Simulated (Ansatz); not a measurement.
Which YAML input does this script hand to the engine? (the Python package of Ansatz (0.2.0))

`c3h9gan2_energy.py`
```python
"""Electronic structure of the C3H9GaN2 molecule."""

import json

import ansatz


def main() -> None:
    geometry_ang = [
        ("C", (3.3029, 0.1314, -0.3947)),
        ("C", (1.951, -0.206, 0.0504)),
        ("N", (0.8816, -0.4727, 0.4021)),
        ("Ga", (-0.8468, -0.8999, 0.9668)),
        ("C", (-2.1736, -0.1399, -0.3269)),
        ("N", (-1.9195, 1.2809, -0.5251)),
        ("H", (3.7748, -0.7617, -0.8534)),
        ("H", (3.2524, 0.9487, -1.1432)),
        ("H", (3.9064, 0.4632, 0.4751)),
        ("H", (-1.0124, -2.5002, 1.0265)),
        ("H", (-1.1048, -0.2721, 2.4266)),
        ("H", (-3.2024, -0.2981, 0.0639)),
        ("H", (-2.0629, -0.6777, -1.2923)),
        ("H", (-2.5972, 1.627, -1.2422)),
        ("H", (-2.1494, 1.7772, 0.3663)),
    ]
    c3h9gan2 = ansatz.Crystal.molecule()
    for symbol, xyz in geometry_ang:
        c3h9gan2 = c3h9gan2.atom(symbol, xyz)

    base = (
        c3h9gan2.calculation()
        .basis(gaussian="6-31G*")
        .functional(ansatz.LibraryFunctional("PBE0-DH"))
    )
    out = base.run(threads=1, backend="cpu")
    data = out.report

    print(f"E = {data['free_energy_ev']:.6f} eV = {data['free_energy_ev'] / 27.211386246:.7f} Ha")
    print("converged:", data["converged"], " doubts:", data["published_state_doubts"] or "none")

    field = data["mean_field"]
    print("<S^2> =", round(abs(field["state"]["spin_squared"]), 4), " all-electron relativity setting:", field["relativity"])
    print("passes:", field["passes"])
    if "symmetry" in field:
        print("occupied orbitals by irrep:", field["symmetry"]["occupied"])
    with open("c3h9gan2.json", "w") as handle:
        json.dump({k: data[k] for k in ("free_energy_ev", "reference_energy_ev", "n_occupied", "n_virtual")}, handle, indent=1)


if __name__ == "__main__":
    main()
```

`python c3h9gan2_energy.py` gives:
```text
E = -58588.625622 eV = -2153.0922788 Ha
converged: True  doubts: none
<S^2> = 0.0  all-electron relativity setting: none
passes: {'evaluations': 18, 'products': 25}
occupied orbitals by irrep: [{'A': 36}, {'A': 36}]
```

`input.yaml`:
```yaml
crystal:
  periodic: [false, false, false]
  atoms:
    - { symbol: C, position_ang: [3.3029, 0.1314, -0.3947] }
    - { symbol: C, position_ang: [1.951, -0.206, 0.0504] }
    - { symbol: "N", position_ang: [0.8816, -0.4727, 0.4021] }
    - { symbol: Ga, position_ang: [-0.8468, -0.8999, 0.9668] }
    - { symbol: C, position_ang: [-2.1736, -0.1399, -0.3269] }
    - { symbol: "N", position_ang: [-1.9195, 1.2809, -0.5251] }
    - { symbol: H, position_ang: [3.7748, -0.7617, -0.8534] }
    - { symbol: H, position_ang: [3.2524, 0.9487, -1.1432] }
    - { symbol: H, position_ang: [3.9064, 0.4632, 0.4751] }
    - { symbol: H, position_ang: [-1.0124, -2.5002, 1.0265] }
    - { symbol: H, position_ang: [-1.1048, -0.2721, 2.4266] }
    - { symbol: H, position_ang: [-3.2024, -0.2981, 0.0639] }
    - { symbol: H, position_ang: [-2.0629, -0.6777, -1.2923] }
    - { symbol: H, position_ang: [-2.5972, 1.627, -1.2422] }
    - { symbol: H, position_ang: [-2.1494, 1.7772, 0.3663] }
basis:
  gaussian: { orbitals: "6-31G*" }
hamiltonian:
  xc: { name: PBE0-DH }
```

Launched from the shell:
```console
$ ansatz run input.yaml --threads 1 --pin off --max-ram 4096MiB --backend cpu --events-out ev --progress --plain --runs-dir out
Engine: ansatz 0.2.0, x86_64-unknown-linux-gnu
Functional definition: PBE0-DH
  parameter a = 1/2
  parameter c = 1/8
  exchange = (1 - a)*pbe_x + a*exact_x
  correlation = (1 - c)*pbe_c + c*(mp2_os + mp2_ss)
1307 factors; integrals over basis functions are off by at most 6.3e-4 eV
mean field evaluation 1: about -58578.1442 eV, gradient 5.4e1 eV
mean field evaluation 2: about -58578.1935 eV, gradient 5.4e1 eV
mean field evaluation 4: about -58584.1671 eV, gradient 1.3e1 eV
mean field evaluation 8: about -58584.5192 eV, gradient 2.2e-1 eV
mean field evaluation 16: about -58584.5193 eV, gradient 2.9e-5 eV
mean field -58584.51929337 eV, -2152.9413740180 hartree, gradient 4.8e-6 eV, S^2 0.000000; 0 other end points of the search recorded, 0 dependent functions left out
14 core orbitals not correlated: weight in the atoms' cores, before any rotation towards them, 1.000 or more for the frozen orbitals, at most 0.000 for the correlated occupied ones
reference -58584.51931929 eV, -2152.9413749704 hartree; 22, 22 occupied and 92, 92 virtual orbitals, 1307 factors
second order -32.85042086 eV of doubles, -0.00000000 eV of singles
Total energy: -58588.62562190 eV, -2153.0922788079 hartree
```

What to keep in mind:
- These settings explore the input space; basis and method may be short of convergence.
- The geometry is a force-field or estimated start, not a minimum of this method, and the basis set is short of its limit.
- For a double hybrid the total adds scaled second-order correlation to the self-consistent reference.
- It ran for 6 s on 1 thread of Intel(R) Xeon(R) 6975P-C (Granite Rapids), on a shared host, peak memory 0.35 GiB.

(Lines on the test bed's own set-up are left out of the output.)
